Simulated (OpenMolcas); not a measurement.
# singlet CH3F2Si− at 6 levels

Aim: a comparison of 6 runs (HF/6-311+G**, B3LYP/6-31G*, B2PLYP/6-311+G**, SVWN5/6-311+G**, revPBE/6-311+G**, MP2/6-311+G**) of singlet CH3F2Si−. 

The calculation is run with OpenMolcas 26.06.

**1. The system as given**

The species is CH3F2Si− (7 atoms), meant as a singlet with charge -1. SMILES of the parent species: `C[Si](F)F`. The shape is that of a PBE0-D4/def2-TZVP optimisation. That shape belongs to the parent species and isn't relaxed for this state.

Bond lengths: C1–Si2 1.860 Å, Si2–F3 1.598 Å, Si2–F4 1.598 Å, C1–H5 1.091 Å, C1–H6 1.091 Å, C1–H7 1.094 Å. Angles: C1–Si2–F3 108.7°, C1–Si2–F4 108.7°, F3–Si2–F4 106.1°, Si2–C1–H5 110.5°, Si2–C1–H6 110.5°, Si2–C1–H7 108.7°, H5–C1–H6 109.0°, H5–C1–H7 109.0°, H6–C1–H7 109.0°.

**2. The energy at HF/6-311+G(d,p) (run 1)**

Contents of mol.inp:

```
* CH3F2Si Hartree-Fock

&GATEWAY
 BASLIB
 $CurrDir
 COORD
 7
 angstrom
 C       -0.274200       0.729000      -0.218000
 Si       0.785100      -0.790400      -0.045500
 F        1.077400      -1.037600       1.505800
 F       -0.050900      -2.056800      -0.546000
 H       -0.539200       0.893800      -1.263500
 H        0.252700       1.607700       0.157300
 H       -1.189800       0.586300       0.364200
 BASIS
 6-311pGss
 GROUP
 NoSym

&SEWARD

&SCF
 CHARGE
 -1
 THRESHOLDS
 1e-10 1e-07 1e-07 1e-05
 PRORBITALS
 1
```

The basis set 6-311+G** is read from a file made from the Basis Set Exchange's data (not shown).

The run is started by

```sh
$ export MOLCAS_MEM=1860
$ pymolcas mol.inp > mol.log
```

What it wrote:

```text
--- Start Module: gateway ---
[...]
--- Stop Module: gateway /rc=_RC_ALL_IS_WELL_ ---
--- Start Module: seward ---
[...]
      Basis functions          114
--- Stop Module: seward /rc=_RC_ALL_IS_WELL_ ---
[...]
--- Start Module: scf ---
[...]
       Convergence after  16 Iterations
[...]
::    Total SCF energy                               -527.5911892441
[...]
      Total spin, S                                     0.0000000000
[...]
      Total electronic charge=   42.000000
      Total            charge=   -1.000000
[...]
      Dipole Moment (debye):
      Origin of the operator (angstrom)=    0.4530   -0.8524    0.1679
                   X= -3.9845E+00               Y=  5.6707E-01               Z=  1.9103E+00           Total=  4.4550E+00
      Center of Charge (angstrom)
[...]
--- Stop Module: scf /rc=_RC_ALL_IS_WELL_ ---
[...]
```

Run time: 16 s. Hardware: 1 thread of Intel Xeon Platinum 8375C at 2.90GHz (Ice Lake), shared host; peak memory 0.69 GiB.

**3. A single-point energy at B3LYP/6-31G(d) (Cartesian functions) (run 2)**

Contents of job.inp:

```
* CH3F2Si Kohn-Sham DFT
>>> EXPORT MOLCAS_PRINT=2

&GATEWAY
 BASLIB=$CurrDir
 COORD
 7
 angstrom
 C       -0.274200       0.729000      -0.218000
 Si       0.785100      -0.790400      -0.045500
 F        1.077400      -1.037600       1.505800
 F       -0.050900      -2.056800      -0.546000
 H       -0.539200       0.893800      -1.263500
 H        0.252700       1.607700       0.157300
 H       -1.189800       0.586300       0.364200
 BASIS=6-31Gs
 GROUP=NoSym

&SEWARD
 GRIDINPUT
 Grid=UltraFine
 End of Grid

&SCF
 CHARGE=-1
 KSDFT=B3LYP
 THRESHOLDS=1e-10 1e-07 1e-07 1e-05
 PRORBITALS=1 2
```

The basis set 6-31G* is read from a file made from the Basis Set Exchange's data (not shown).

The run is started by

```sh
$ export MOLCAS_MEM=1860
$ pymolcas job.inp > job.log
```

What it wrote:

```text
--- Start Module: gateway ---
[...]
--- Stop Module: gateway /rc=_RC_ALL_IS_WELL_ ---
--- Start Module: seward ---
[...]
      Basis functions           70
--- Stop Module: seward /rc=_RC_ALL_IS_WELL_ ---
[...]
--- Start Module: scf ---
[...]
       Convergence after  16 Iterations
[...]
::    Total KS-DFT energy                            -529.1726743940
[...]
      Total spin, S                                     0.0000000000
[...]
      Total electronic charge=   42.000000
      Total            charge=   -1.000000
[...]
      Dipole Moment (debye):
      Origin of the operator (angstrom)=    0.4530   -0.8524    0.1679
                   X= -3.0011E+00               Y=  3.2889E-01               Z=  1.4872E+00           Total=  3.3655E+00
      Center of Charge (angstrom)
[...]
--- Stop Module: scf /rc=_RC_ALL_IS_WELL_ ---
[...]
```

It took 15 s on 1 thread of Intel Xeon Platinum 8375C at 2.90GHz (Ice Lake), shared host; peak memory 0.42 GiB.

Runs 3 to 5 aren't shown in full; the table further down has their settings and results.

**4. A single-point energy at MP2/6-311+G(d,p) (run 6)**

Contents of test.input:

```
&GATEWAY
BasLib
$CurrDir
Coord
7
angstrom
C       -0.274200       0.729000      -0.218000
Si       0.785100      -0.790400      -0.045500
F        1.077400      -1.037600       1.505800
F       -0.050900      -2.056800      -0.546000
H       -0.539200       0.893800      -1.263500
H        0.252700       1.607700       0.157300
H       -1.189800       0.586300       0.364200
Basis
6-311pGss
Group
NoSym
&SEWARD
&SCF
Charge
-1
Thresholds
1e-10 1e-07 1e-07 1e-05
PrOrbitals
0
&MBPT2
Frozen
8
```

The basis set 6-311+G** is read from a file made from the Basis Set Exchange's data (not shown).

The run is started by

```sh
$ export MOLCAS_MEM=1860
$ pymolcas test.input > test.log
```

What it wrote:

```text
--- Start Module: gateway ---
[...]
--- Stop Module: gateway /rc=_RC_ALL_IS_WELL_ ---
[...]
      Basis functions          114
[...]
--- Start Module: scf ---
[...]
       Convergence after  16 Iterations
[...]
::    Total SCF energy                               -527.5911892441
[...]
      Total spin, S                                     0.0000000000
[...]
      Total electronic charge=   42.000000
      Total            charge=   -1.000000
[...]
      Dipole Moment (debye):
      Origin of the operator (angstrom)=    0.4530   -0.8524    0.1679
                   X= -3.9845E+00               Y=  5.6707E-01               Z=  1.9103E+00           Total=  4.4550E+00
      Center of Charge (angstrom)
[...]
--- Stop Module: scf /rc=_RC_ALL_IS_WELL_ ---
[...]
--- Start Module: mbpt2 ---
[...]
WARNING!
Default frozen orbitals as non valence orbitals is overwritten by user input.
Default values:   5
[...]
       Reference weight ( Cref**2 )         =        0.84680
::    Total MBPT2 energy                             -528.2637600939
[...]
      Total MBPT2 calculations                           0.67      0.75
--- Stop Module: mbpt2 /rc=_RC_ALL_IS_WELL_ ---
[...]
```

It took 17 s on 1 thread of Intel Xeon Platinum 8375C at 2.90GHz (Ice Lake), shared host; peak memory 0.69 GiB.

**5. Overview of the runs**

| run | level | Cartesian functions | integration grid | energy (Eh) | HOMO energy (eV) | LUMO energy (eV) | HOMO–LUMO gap (eV) | wall time |
| --- | --- | --- | --- | --- | --- | --- | --- | --- |
| 1 | HF/6-311+G** | no | – | -527.591189 | -1.05 | 5.06 | 6.10 | 16 s |
| 2 | B3LYP/6-31G* (Cartesian functions) | yes | UltraFine | -529.172674 | 2.36 | 7.33 | 4.97 | 15 s |
| 3 | B2PLYP/6-311+G** | no | UltraFine | -528.983257 | 0.12 | 4.20 | 4.08 | 37 s |
| 4 | SVWN5/6-311+G** | no | UltraFine | -526.504488 | 1.38 | 3.12 | 1.73 | 35 s |
| 5 | revPBE/6-311+G** | no | UltraFine | -529.140989 | 1.54 | 3.24 | 1.70 | 45 s |
| 6 | MP2/6-311+G** | no | – | -528.263760 | -1.05 | 5.06 | 6.10 | 17 s |

**6. What came out**

| quantity | value |
| --- | --- |
| run 6: total energy | -528.26376 Eh |
| run 6: HOMO energy (Hartree–Fock orbitals) | -1.05 eV |
| run 6: LUMO energy (Hartree–Fock orbitals) | 5.06 eV |
| run 6: HOMO–LUMO gap (to an unbound level, set by the basis) | 6.10 eV |
| run 6: correlation energy (8 core orbitals frozen) | -672.6 mEh |

**Reading.** Over runs 1, 2, 3, 4, 5 the HOMO–LUMO gap runs from 1.70 eV (revPBE/6-311+G**) to 6.10 eV (HF/6-311+G**). Exact exchange widens orbital gaps. The empty levels of an anion lie above zero and hang on the basis. For B2PLYP the log adds the whole second-order term; the table takes 0.27 of it, as the functional is defined. Totals of different functionals can't be ranked against each other. In runs 2, 3, 4, 5 the HOMO lies above zero, so the outermost electron may be held by the basis alone. All runs together took 2.8 min, the longest 45 s.
